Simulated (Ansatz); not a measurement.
# AsGeH3: the cost of one run

The runs use Ansatz 0.2.0, Gaussian basis; the settings change from run to run.

22 further runs of the same task are left out: 9 that didn't finish, 13 set aside as unsound or not needed. Runs told in other sessions of the task aren't counted.

## Step 1: The geometry

The geometry is a PBE0/def2-TZVP stationary point (not a proven minimum) of the parent state, kept for this charge and spin. No spin-orbit coupling is included. The filled d shell of Ge, As may be among the frozen orbitals whatever the setting's name suggests.

5 atoms, charge 1, spin multiplicity 2.

Atoms are counted from 1 here; the program's logs count them from 0.

Bond lengths: Ge1–As2 2.423 Å, Ge1–H3 1.552 Å, Ge1–H4 1.552 Å, As2–H5 1.526 Å. Angles: As2–Ge1–H3 109.8°, As2–Ge1–H4 109.8°, H3–Ge1–H4 106.6°, Ge1–As2–H5 93.8°.

## Step 2: CASSCF(5,4)/cc-pVDZ

Contents of in.yaml:

```yaml
crystal:
  periodic: [false, false, false]
  atoms:
    - {symbol: Ge, position_ang: [0.000000, -0.056595, 1.214134]}
    - {symbol: As, position_ang: [0.000000, 0.056163, -1.206338]}
    - {symbol: H, position_ang: [-1.244560, 0.682142, 1.773873]}
    - {symbol: H, position_ang: [1.244554, 0.682153, 1.773873]}
    - {symbol: H, position_ang: [0.000006, -1.460284, -1.378912]}
basis:
  gaussian: {orbitals: cc-pVDZ}
total_charge: 1
magnetization: {spin_polarized: false, initial_magnetization: 1}
correlation: {active_space: {window: {electrons: 5, orbitals: 4}}}
accuracy: high
output: {forces: true}
```

Started as:

```bash
$ ansatz run in.yaml --threads 1 --pin off --events-out ev --progress --plain --max-ram 2393MiB
```

Q: Estimate wall time and peak memory on 1 thread of Arm Neoverse V2, shared host.

About 25 s, with a peak of 0.35 GiB.
